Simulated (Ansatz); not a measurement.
Br2: a ladder of basis sets, run with Ansatz 0.2.0, Python API.

The script, `br2_basis.py`:
```python
# -*- coding: utf-8 -*-
"""Basis-set convergence for Br2."""

import ansatz as az

XC = "PBE0"


def main():
    mol = (
        az.Crystal.molecule()
        .atom("Br", (0.97312, -0.32544, 0.49859))
        .atom("Br", (-0.97312, 0.32544, -0.49859))
    )

    model = mol.calculation().functional(XC)

    energies = {}
    for basis in ["cc-pVDZ", "cc-pVTZ", "cc-pVQZ"]:
        report = model.basis(gaussian=basis).run(threads=1).report
        size = report["n_frozen"] + report["n_occupied"][0] + report["n_virtual"][0]
        energies[basis] = (report["reference_energy_ev"] / 27.211386246, report["free_energy_ev"] / 27.211386246)
        print(f"{basis:14s} {size:4d} orbitals  reference {energies[basis][0]:14.6f} Ha  total {energies[basis][1]:14.6f} Ha")

    last = energies["cc-pVQZ"][1]
    for basis, (_, total) in energies.items():
        print(f"{basis:14s} lies {27.211386 * (total - last):9.4f} eV above cc-pVQZ")


if __name__ == "__main__":
    main()
```

How far does the total energy move along this ladder of basis sets?

Against cc-pVDZ: cc-pVTZ -152.6 mHa and cc-pVQZ -159.1 mHa. The last step alone is -6.51 mHa. From the first set to the last the time grows from 1.4 to 3.1 s.

The output:

```console
$ python br2_basis.py
cc-pVDZ          54 orbitals  reference   -5147.647270 Ha  total   -5147.647270 Ha
cc-pVTZ          86 orbitals  reference   -5147.799865 Ha  total   -5147.799865 Ha
cc-pVQZ         136 orbitals  reference   -5147.806372 Ha  total   -5147.806372 Ha
cc-pVDZ        lies    4.3294 eV above cc-pVQZ
cc-pVTZ        lies    0.1771 eV above cc-pVQZ
cc-pVQZ        lies    0.0000 eV above cc-pVQZ
```

Caveats:
- The drop along the ladder measures the basis error, and is no property of the molecule.
- The geometry is a force-field or estimated start, not a minimum of this method, and the last set is no limit. Much of the fall in a total is atomic energy, which cancels in bond and reaction energies.
- The whole script took 7.3 s on 1 thread of Arm Neoverse V1 (shared host), peak memory 0.34 GiB.

(A comment or docstring line of the script was reworded after the run, the code is as it ran; lines on the test bed's own set-up are left out of the output.)
